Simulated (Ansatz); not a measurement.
# CH₇BNP: how energies converge with the basis set

The task here is to estimate one member of a computed series from the others.

Program: Ansatz 0.2.0, Gaussian basis. Level of theory: one geometry, several basis sets. These are calculated values, not measurements.

Levels to be run: PBE0-D4/def2-SVP; ωB97M-V/def2-SVP; PBE0-D4/def2-QZVPP; ωB97M-V/def2-QZVPP; the functionals' def2-TZVPP values are taken from earlier runs.

1 further run of the same task is left out (it didn't finish).

## The relaxed structure

An earlier PBE0-D4 in a triple-zeta def2 set relaxation fixed the geometry.

11 atoms, charge 0, spin multiplicity 1.

Atoms are counted from 1 here; the program's logs count them from 0.

Bond lengths: N1–C2 1.454 Å, N1–H5 1.012 Å, N1–H6 1.012 Å, C2–B3 1.558 Å, C2–H7 1.106 Å, C2–H8 1.103 Å, B3–P4 1.876 Å, B3–H9 1.198 Å, P4–H10 1.412 Å, P4–H11 1.411 Å. Angles: C2–N1–H5 111.4°, C2–N1–H6 110.7°, H5–N1–H6 106.9°, N1–C2–B3 116.4°, N1–C2–H7 114.7°, N1–C2–H8 108.9°, B3–C2–H7 108.4°, B3–C2–H8 103.5°, H7–C2–H8 103.6°, C2–B3–P4 122.5°, C2–B3–H9 118.6°, P4–B3–H9 118.6°, B3–P4–H10 101.8°, B3–P4–H11 102.4°, H10–P4–H11 100.0°.

Set-up of the first run:

Contents of in.yaml:

```yaml
crystal:
  periodic: [false, false, false]
  atoms:
    - {symbol: N, position_ang: [-1.021194, 1.038240, -0.532113]}
    - {symbol: C, position_ang: [-0.867728, 0.054610, 0.527803]}
    - {symbol: B, position_ang: [0.508013, -0.671502, 0.606374]}
    - {symbol: P, position_ang: [1.928140, -0.266861, -0.549999]}
    - {symbol: H, position_ang: [-1.943742, 1.453134, -0.520152]}
    - {symbol: H, position_ang: [-0.357323, 1.793854, -0.418532]}
    - {symbol: H, position_ang: [-1.126953, 0.421055, 1.538204]}
    - {symbol: H, position_ang: [-1.583506, -0.767115, 0.358262]}
    - {symbol: H, position_ang: [0.705400, -1.428803, 1.513045]}
    - {symbol: H, position_ang: [1.268135, -0.163036, -1.793426]}
    - {symbol: H, position_ang: [2.556258, -1.520677, -0.708968]}
basis:
  gaussian: {orbitals: def2-SVP}
hamiltonian: {xc: pbe0, dispersion: d4}
output: {orbitals: {seedname: orbitals}}
```

On the command line:

```sh
> ansatz run in.yaml --threads 2 --pin off --events-out ev --progress --plain --max-ram 4352MiB
```

Among the steps run: PBE0-D4 in def2-SVP; ωB97M-V in def2-SVP; PBE0-D4 in def2-QZVPP; ωB97M-V in def2-QZVPP.

One of the session's tables, all rows but one given; the rest of the session is left out.

```
functional       basis  HOMO (eV)
   PBE0-D4    def2-SVP      -6.66
   PBE0-D4  def2-TZVPP      -6.93
   PBE0-D4  def2-QZVPP      -6.98
   ωB97M-V    def2-SVP      -9.01
   ωB97M-V  def2-TZVPP      -9.24
   ωB97M-V  def2-QZVPP          ?
```

**Question.** Estimate the row for ωB97M-V, def2-QZVPP.

The run gave: HOMO (eV): -9.28. In the column «HOMO (eV)» it is the lowest.
